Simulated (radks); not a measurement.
**Valence configurations of Tm²⁺**

An exercise on one series of results from a longer session: the logs are not shown, and one member is left open.

Method: non-relativistic Kohn-Sham, BLYP, spin-unpolarised, spherical densities, point nucleus. Code: radks (a radial shooting solver on a logarithmic mesh, Libxc functionals) version 1.

### Starting point

| Item | Value |
| --- | --- |
| element | thulium (Z = 69) |
| charge | +2 |
| electrons | 67 |
| configuration | [Xe] 4f13 |
| others tried | 4f12 6s1; 4f12.5 6p0.5; 4f11 6s2; 4f12 6s0.5 6p0.5; 4f11 5d2; 4f11 6p2; 4f11 5d1 6p1; 4f12 5d1; 4f9 6p4 |

The outer shells:

Tm²⁺
```
[Xe] core
4f [↑↓][↑↓][↑↓][↑↓][↑↓][↑↓][↑ ]
```

The first run:

Input:

```text
Z 69
configuration [Xe] 4f13
relativity non-relativistic
functional b88,lyp
spin unpolarised
nucleus point
```

On the command line:

```sh
python run_ks.py task.json out
```

This one command runs every case of the session in turn.

Among the steps run: [Xe] 4f13.

One table of the session follows, with a row left open; its other results are not shown here.

It belongs to the step «[Xe] 4f13». Radial moments (bohr):

```
level     <r>  outermost maximum (interpolated)  90 % within  nodes
   3p  0.2282                             0.208        0.340      1
   3d  0.2011                             0.165        0.312      0
   4s       ?                                 ?            ?      ?
   4p  0.5469                             0.502        0.795      2
   4d  0.5741                             0.503        0.863      1
   5s   1.339                              1.18         1.94      4
   5p   1.519                              1.30         2.24      3
   4f  0.7615                             0.487         1.32      0
```

Q: Estimate the row for 4s from the others.

The run gave: <r>: 0.5363; outermost maximum (interpolated): 0.499; 90 % within: 0.770; nodes: 3. In the column «<r>» it lies between 3p (0.2282) and 4p (0.5469).

To keep in mind: Relativity is left out, which favours d and f over s occupation in heavy atoms.
